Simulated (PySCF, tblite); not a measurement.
# Si₄H₆O₅, a fragment of a glass network (fused 3-rings): NMR shifts, core binding energies and electronic excitations, part 2 of 2

tblite 0.8.0 and PySCF 2.14.0. Atoms count from 0, parts from 1. Earlier steps stand in the parts before.

## (5) Core-electron binding energies: SCAN, X2C

Job settings and geometry (Å):

```
{"job": {"kind": "xps", "holes": 5}, "charge": 0, "multiplicity": 1}
O     -0.688592     0.568582     1.682318
Si     0.232889    -0.746953     2.140358
O      1.352729    -1.016833     0.931524
Si     1.543496    -0.196924    -0.495962
O      1.006741     1.356812    -0.198493
Si    -0.576830     1.494856     0.312570
O     -1.497286     0.817401    -0.888323
Si    -1.065480    -0.373612    -1.976025
O      0.510339    -0.812212    -1.635453
H      0.942573    -0.437929     3.406369
H     -0.646752    -1.935548     2.273515
H      2.937596    -0.243652    -0.954400
H     -0.971958     2.885706     0.568828
H     -1.139539     0.166573    -3.356521
H     -1.950799    -1.551465    -1.795601
```

With the program's defaults for keys left out, this is: delta-SCF UKS SCAN, pcX-2 on the ionised atom, pcseg-1 elsewhere, spin-free X2C.

Log:

```text
ground state, core basis on atom 3 (Si), 214 functions
  cycle   1  E = -1540.07952877  |g| = 1.47e+00
  cycle   2  E = -1539.21454977  |g| = 2.57e+00
  cycle   3  E = -1540.47142246  |g| = 1.28e-01
  cycle   4  E = -1540.47340868  |g| = 9.94e-02
  cycle   5  E = -1540.47519513  |g| = 2.80e-02
  cycle   6  E = -1540.47536511  |g| = 3.44e-03
  cycle   7  E = -1540.47536906  |g| = 9.65e-04
  cycle   8  E = -1540.47536858  |g| = 5.63e-04
  cycle   9  E = -1540.47536862  |g| = 1.50e-04
  E(ground) = -1540.58234170 Eh
hole in Si 2p of atom 3
  cycle   1  E = -1536.14631303  |g| = 1.24e+00
  cycle   2  E = -1535.96287109  |g| = 1.20e+00
  cycle   3  E = -1536.40256373  |g| = 3.76e-01
  cycle   4  E = -1536.45771182  |g| = 1.29e-01
  cycle   5  E = -1536.46288761  |g| = 4.50e-02
  cycle   6  E = -1536.46370982  |g| = 1.68e-02
  cycle   7  E = -1536.46379586  |g| = 8.05e-03
  cycle   8  E = -1536.46381898  |g| = 1.53e-03
  cycle   9  E = -1536.46382025  |g| = 9.15e-04
  cycle  10  E = -1536.46382117  |g| = 1.44e-04
  E(ion) = -1536.58223360 Eh   <S^2> = 0.7516   hole on atom = 1.003   binding energy = 108.848 eV
  2p3/2 = 108.677 eV   2p1/2 = 109.304 eV
ground state, core basis on atom 4 (O), 203 functions
  cycle   1  E = -1540.39168413  |g| = 1.14e-01
  cycle   2  E = -1540.38930827  |g| = 1.36e-01
  cycle   3  E = -1540.39209814  |g| = 5.35e-02
  cycle   4  E = -1540.39257759  |g| = 8.50e-03
  cycle   5  E = -1540.39258915  |g| = 2.39e-03
  cycle   6  E = -1540.39259197  |g| = 4.79e-04
  E(ground) = -1540.53875631 Eh
hole in O 1s of atom 4
  cycle   1  E = -1519.77921433  |g| = 2.23e+00
  cycle   2  E = -1519.23546798  |g| = 2.26e+00
  cycle   3  E = -1520.52115564  |g| = 5.19e-01
  cycle   4  E = -1520.55144451  |g| = 4.02e-01
  cycle   5  E = -1520.61255199  |g| = 5.11e-02
  cycle   6  E = -1520.61345021  |g| = 9.12e-03
  cycle   7  E = -1520.61347496  |g| = 6.42e-03
  cycle   8  E = -1520.61348837  |g| = 2.98e-03
  cycle   9  E = -1520.61349213  |g| = 6.69e-04
  cycle  10  E = -1520.61349199  |g| = 3.88e-04
  E(ion) = -1520.76020182 Eh   <S^2> = 0.7622   hole on atom = 1.000   binding energy = 538.202 eV
ground state, core basis on atom 6 (O), 203 functions
  cycle   1  E = -1540.38975078  |g| = 1.63e-01
  cycle   2  E = -1540.37958082  |g| = 2.71e-01
  cycle   3  E = -1540.39288624  |g| = 3.51e-02
  cycle   4  E = -1540.39305638  |g| = 1.76e-02
  cycle   5  E = -1540.39311213  |g| = 2.93e-03
  cycle   6  E = -1540.39310879  |g| = 9.32e-04
  cycle   7  E = -1540.39311117  |g| = 2.17e-04
  E(ground) = -1540.53928806 Eh
hole in O 1s of atom 6
  cycle   1  E = -1519.77814157  |g| = 2.23e+00
  cycle   2  E = -1519.24975009  |g| = 2.25e+00
  cycle   3  E = -1520.53314176  |g| = 4.86e-01
  cycle   4  E = -1520.55581097  |g| = 3.85e-01
  cycle   5  E = -1520.61109704  |g| = 6.59e-02
  cycle   6  E = -1520.61216012  |g| = 3.82e-02
  cycle   7  E = -1520.61271442  |g| = 6.77e-03
  cycle   8  E = -1520.61272978  |g| = 2.52e-03
  cycle   9  E = -1520.61273342  |g| = 1.64e-03
  cycle  10  E = -1520.61273409  |g| = 4.89e-04
  E(ion) = -1520.75970180 Eh   <S^2> = 0.7621   hole on atom = 1.000   binding energy = 538.230 eV
ground state, core basis on atom 7 (Si), 214 functions
  cycle   1  E = -1540.46330560  |g| = 3.12e-01
  cycle   2  E = -1540.45755858  |g| = 2.16e-01
  cycle   3  E = -1540.45940559  |g| = 1.85e-01
  cycle   4  E = -1540.46580625  |g| = 2.50e-02
  cycle   5  E = -1540.46590274  |g| = 7.44e-03
  cycle   6  E = -1540.46591197  |g| = 1.25e-03
  cycle   7  E = -1540.46590952  |g| = 5.83e-04
  cycle   8  E = -1540.46591234  |g| = 1.85e-04
  E(ground) = -1540.57361076 Eh
hole in Si 2p of atom 7
  cycle   1  E = -1536.14822352  |g| = 1.24e+00
  cycle   2  E = -1534.49888313  |g| = 1.59e+00
  cycle   3  E = -1536.24657139  |g| = 5.82e-01
  cycle   4  E = -1536.44091108  |g| = 1.91e-01
  cycle   5  E = -1536.45469721  |g| = 1.45e-01
  cycle   6  E = -1536.46270681  |g| = 3.12e-02
  cycle   7  E = -1536.46306552  |g| = 1.45e-02
  cycle   8  E = -1536.46314499  |g| = 2.58e-03
  cycle   9  E = -1536.46315046  |g| = 7.48e-04
  cycle  10  E = -1536.46314896  |g| = 4.18e-04
  E(ion) = -1536.58145119 Eh   <S^2> = 0.7512   hole on atom = 1.003   binding energy = 108.632 eV
  2p3/2 = 108.372 eV   2p1/2 = 109.000 eV
ground state, core basis on atom 8 (O), 203 functions
  cycle   1  E = -1540.39311754  |g| = 1.16e-01
  cycle   2  E = -1540.39042162  |g| = 1.44e-01
  cycle   3  E = -1540.39366750  |g| = 5.06e-02
  cycle   4  E = -1540.39409300  |g| = 8.92e-03
  cycle   5  E = -1540.39410570  |g| = 3.22e-03
  cycle   6  E = -1540.39410809  |g| = 4.85e-04
  E(ground) = -1540.53923907 Eh
hole in O 1s of atom 8
  cycle   1  E = -1519.77992945  |g| = 2.23e+00
  cycle   2  E = -1519.25670156  |g| = 2.24e+00
  cycle   3  E = -1520.53409235  |g| = 4.88e-01
  cycle   4  E = -1520.55624719  |g| = 3.89e-01
  cycle   5  E = -1520.61290679  |g| = 6.59e-02
  cycle   6  E = -1520.61395701  |g| = 3.91e-02
  cycle   7  E = -1520.61453399  |g| = 6.72e-03
  cycle   8  E = -1520.61454872  |g| = 2.45e-03
  cycle   9  E = -1520.61455096  |g| = 1.65e-03
  cycle  10  E = -1520.61455358  |g| = 4.87e-04
  E(ion) = -1520.75922725 Eh   <S^2> = 0.7620   hole on atom = 1.000   binding energy = 538.242 eV
```

Wall time 80 s (1 thread of Arm Neoverse V1, shared host); peak memory 0.78 GiB.

The holes in one table. −ε is the ground-state orbital energy:

| hole | stands for | environment | ΔSCF (eV; 2p as the shell's mean) | −ε (eV) | ⟨S²⟩ |
| --- | --- | --- | --- | --- | --- |
| Si2p on Si3 | Si3, Si5 | silicon bonded to 3 O, H | 108.89 | 97.9 | 0.752 |
| O1s on O4 | O4 | oxygen bonded to 2 Si | 538.20 | 516.9 | 0.762 |
| O1s on O6 | O2, O6 | oxygen bonded to 2 Si | 538.23 | 516.9 | 0.762 |
| Si2p on Si7 | Si1, Si7 | silicon bonded to 2 O, 2 H | 108.58 | 97.5 | 0.751 |
| O1s on O8 | O0, O8 | oxygen bonded to 2 Si | 538.24 | 516.9 | 0.762 |

Each hole run stands for the others of its class of like atoms.

With the spin-orbit splitting: Si3 2p3/2 108.68, 2p1/2 109.30 eV; Si7 2p3/2 108.37, 2p1/2 109.00 eV. The table gives each 2p level as the mean over the whole 2p shell (two parts 2p3/2, one part 2p1/2), which differs a little from the single hole in the log.

## (6) TDDFT and polarisability: CAM-B3LYP/def2-SVPD

The job, as its differences from that of step 5:

```diff
@@ -1,2 +1,2 @@
-{"job": {"kind": "xps", "holes": 5}, "charge": 0, "multiplicity": 1}
+{"job": {"kind": "uv", "xc": "CAM-B3LYP", "basis": "def2-SVPD", "nstates": 6, "ntriplets": 2, "ip": true}, "charge": 0, "multiplicity": 1}
 O     -0.688592     0.568582     1.682318
```

With the program's defaults for keys left out, this is: TDDFT CAM-B3LYP/def2-SVPD, vertical, gas phase, core orbitals frozen in the response.

Log:

```text
coarse grid: 15648 points
cycle   1  E = -1536.8312453527  dE =  1.559e+00  |g| = 1.456e+00  |ddm| = 8.011e+00
cycle   2  E = -1536.6045830757  dE =  2.267e-01  |g| = 1.850e+00  |ddm| = 7.251e+00
cycle   3  E = -1537.2236301491  dE = -6.190e-01  |g| = 6.721e-02  |ddm| = 3.332e+00
cycle   4  E = -1537.2244028803  dE = -7.727e-04  |g| = 4.338e-02  |ddm| = 2.817e-01
cycle   5  E = -1537.2247273621  dE = -3.245e-04  |g| = 1.488e-02  |ddm| = 1.539e-01
cycle   6  E = -1537.2247688107  dE = -4.145e-05  |g| = 1.618e-03  |ddm| = 3.979e-02
cycle   7  E = -1537.2247695523  dE = -7.415e-07  |g| = 2.509e-04  |ddm| = 7.139e-03
final grid: 135976 points
cycle   8  E = -1537.4573935430  dE = -1.451e-05  |g| = 1.698e-03  |ddm| = 6.644e-02
cycle   9  E = -1537.4573934598  dE =  8.322e-08  |g| = 1.983e-03  |ddm| = 9.435e-03
cycle  10  E = -1537.4573941398  dE = -6.800e-07  |g| = 1.178e-04  |ddm| = 3.546e-03
cycle  11  E = -1537.4573941434  dE = -3.592e-09  |g| = 7.284e-05  |ddm| = 6.388e-04
cycle  12  E = -1537.4573941443  dE = -9.172e-10  |g| = 2.627e-05  |ddm| = 1.630e-04
converged SCF energy = -1537.4573941443

Static polarisability (au): isotropic 95.891, principal 91.176 92.945 103.552

Singlet excitations
state   eV       nm        f      main configurations
  1   7.8455    158.0   0.00000   H->L+1 0.65, H-1->L+2 0.25
  2   7.9093    156.8   0.00608   H->L 0.62
  3   7.9290    156.4   0.00122   H->L+2 0.46, H-1->L+1 0.32, H->L 0.10
  4   8.2254    150.7   0.00580   H-1->L 0.49, H->L+6 0.28, H-1->L+3 0.08
  5   8.6095    144.0   0.09015   H->L+3 0.65, H->L 0.11, H-1->L+4 0.09
  6   8.7896    141.1   0.08340   H->L+4 0.39, H-1->L+3 0.21, H-1->L 0.12

Triplet excitations (Tamm-Dancoff, eV): 7.4210 7.4774
Vertical ionisation energy (delta-SCF) = 10.7890 eV
```

Run time: 7.6 min. Hardware: 1 thread of Arm Neoverse V1, shared host; peak memory 1.4 GiB.

Frontier orbitals and where they lie:

| orbital | eV | atoms |
| --- | --- | --- |
| HOMO−3 | -11.29 | O4 48 %, O6 13 %, O0 10 % |
| HOMO−2 | -11.21 | O8 17 %, O6 14 %, O0 13 % |
| HOMO−1 | -10.54 | Si1 13 %, Si7 13 %, H10 11 % |
| HOMO | -10.05 | O6 11 %, O2 11 %, O8 11 % |
| LUMO | 0.99 | Si7 19 %, Si1 19 %, Si3 11 % |
| LUMO+1 | 1.11 | Si7 12 %, Si1 12 %, O6 9 % |
| LUMO+2 | 1.35 | Si1 14 %, Si7 14 %, O6 8 % |

With each of the 6 states as a Gaussian band of 0.4 eV half-width at 1/e, the curve within the window shown has maxima at 142 nm (ε 6,700) L/(mol cm). Beyond the last state computed it falls off for lack of states. The curve at chosen wavelengths:

(nm, ε (L/mol/cm)): (136, 2791), (137, 3655), (139, 5371), (140, 6056), (141, 6526), (143, 6676), (144, 6366), (146, 5204), (147, 4488), (148, 3766), (150, 2487), (151, 1980), (152, 1568), (154, 995), (155, 806), (156, 661), (158, 459), (159, 385), (160, 322), (162, 219), (163, 177), (165, 110), (166, 84), (167, 64), (169, 34), (170, 24)

Ground-state properties from the same run:

| property | computed |
| --- | --- |
| dipole moment (D) | 0.06 |
| polarisability (Å³) | 14.21 |
| HOMO–LUMO gap (eV) | 11.04 |
| −ε(HOMO) (eV) | 10.05 |

## (7) Results

What follows sums up all 2 parts.

```
                                                                     quantity                               value
                                         rotational constants (main isotopes)                1.38, 0.94, 0.77 GHz
  $^{1}$H shifts against TMS (PBE0/pcSseg-1, means over atoms taken as alike)                5.25, 5.21, 4.66 ppm
 $^{17}$O shifts against H2O (PBE0/pcSseg-1, means over atoms taken as alike)             140.3, 114.7, 114.3 ppm
$^{29}$Si shifts against TMS (PBE0/pcSseg-1, means over atoms taken as alike)                    -28.3, -57.8 ppm
                                             O1s binding energies, SCAN/pcX-2  O8 538.24, O6 538.23, O4 538.20 eV
                                            Si2p binding energies, SCAN/pcX-2           Si3 108.89, Si7 108.58 eV
                                         lowest singlet (CAM-B3LYP/def2-SVPD)         7.85 eV (158 nm), f = 0.000
                                     brightest single state of those computed         state 5, 8.61 eV, f = 0.090
                                                               lowest triplet                             7.42 eV
                                            vertical ionisation energy (ΔSCF)                            10.79 eV
```

What this shows: The start of the PBE0/def2-SVP relaxation was shaken at random by about 0.01 Å, so part of the energy gained, and of the first lengths quoted, undoes that. Over 8 steps the energy fell by 0.523 eV; of the close pairs, O0–Si1 changed most, 1.601 to 1.670 Å (PBE0/def2-SVP). No frequency check was run at this level, so the end point may be a saddle. At SCAN/pcX-2: the O1s levels computed lie within 0.04 eV of one another, too close to rank. At SCAN/pcX-2: The Si2p levels kept as sound span 0.30 eV, from Si7 (silicon bonded to 2 O, 2 H) up to Si3 (silicon bonded to 3 O, H). The first singlet state (HOMO→LUMO+1 0.65, HOMO−1→LUMO+2 0.25) lies at 7.85 eV and is dark; of the 6 states computed, the strongest absorption comes from state 5 at 8.61 eV (the last state computed absorbs too, and its partners may lie past the list). The lowest triplet lies 0.42 eV below the lowest singlet (triplets in Tamm-Dancoff, singlets in full TDDFT). ΔSCF puts the ionisation energy at 10.79 eV, 0.74 eV above −ε(HOMO). A capped cluster stands for the solid here, so long-range fields and strain are missing, and bands or shifts of the capping hydrogens have no counterpart in it.
